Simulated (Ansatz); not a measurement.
Task: a breakdown of dispersion, smearing and cutoff terms of InRu₃, space group P6_3/mmc, with Ansatz's Python interface. Give the script and its output. Use (first run): RPBE, PAW, cutoff 340 eV, 5×5×5 k-points, Methfessel-Paxton smearing of 0.1 eV, D3BJATM dispersion.

`POSCAR`
```text
InRu3
1.0
   5.62820795    0.00000000    0.00000000
  -2.81410398    4.87417107    0.00000000
   0.00000000    0.00000000    4.53300200
In Ru
2 6
Direct
   0.66666667    0.33333333    0.25000000
   0.33333333    0.66666667    0.75000000
   0.16524200    0.33048400    0.25000000
   0.66951600    0.83475800    0.25000000
   0.16524200    0.83475800    0.25000000
   0.83475800    0.66951600    0.75000000
   0.33048400    0.16524200    0.75000000
   0.83475800    0.16524200    0.75000000
```

Script `inru3_terms.py`:
```python
# -*- coding: utf-8 -*-
'''Dispersion, smearing and cutoff parts of the energy of InRu3.'''

import ansatz as az
from ase.io import read

MESH = (5, 5, 5)
OCCUPATIONS = 'methfessel_paxton'
SCF_TOL = 1e-10

atoms = read('POSCAR', format='vasp')
crystal = az.Crystal.from_ase(atoms)

base = (
    crystal.calculation()
    .kpoints(mesh=MESH)
    .occupations(OCCUPATIONS, width=100 * az.meV)
    .scf(tolerance=SCF_TOL)
)
with_term = base.functional('rpbe', dispersion='d3bjatm').basis(340).cutoff_correction(490).run(threads=1).report
without = base.functional('rpbe').basis(340).run(threads=1).report
finer = base.functional('rpbe').basis(490).run(threads=1).report
removed = az.free_energy_without(with_term, az.EnergyTerm.DISPERSION)
print(f'dispersion term            {with_term["components"]["e_disp"]:.5f} eV')
print(f'F less dispersion          {removed:.5f} eV, run without it {without["free_energy_ev"]:.5f} eV')
print(f'F less smearing term       {az.free_energy_without(without, az.EnergyTerm.SMEARING):.5f} eV')
print(f'estimated gain to 490 eV   {with_term["cutoff_correction"]["energy_ev"]:.5f} eV, found {finer["free_energy_ev"] - without["free_energy_ev"]:.5f} eV')
```

```console
$ python inru3_terms.py
DeckWarning: basis.ecutwfc = 340 eV is below the records' recommended 420 eV, and the density's cutoff is lower with it unless basis.ecutrho_ratio is high enough to keep the records' density cutoff: compare with a run at a higher cutoff
dispersion term            -24.93255 eV
F less dispersion          -46525.51678 eV, run without it -46525.51678 eV
F less smearing term       -46525.50912 eV
estimated gain to 490 eV   -0.12724 eV, found -0.12793 eV
```
(Warnings from the package without file and line.)

Notes:
- Total energies depend on the potentials; only differences at equal settings carry meaning. A total without «per atom» is that of the whole cell that was run.
- The cutoff lies under the one recommended for these potentials in some of the runs.
- Dispersion corrections can be off by several per cent in the lattices of metals, and by several GPa in the pressure at a fixed cell.
- The mesh is modest for a metal, so energies can be off by several to tens of meV an atom and pressures by half a GPa or more; differences at equal mesh fare better.
- This cell is a computed structure, which may not be the phase found in nature.
- It ran for 22 s on 1 thread of Arm Neoverse V1, with other jobs on the host, peak memory 0.59 GiB.
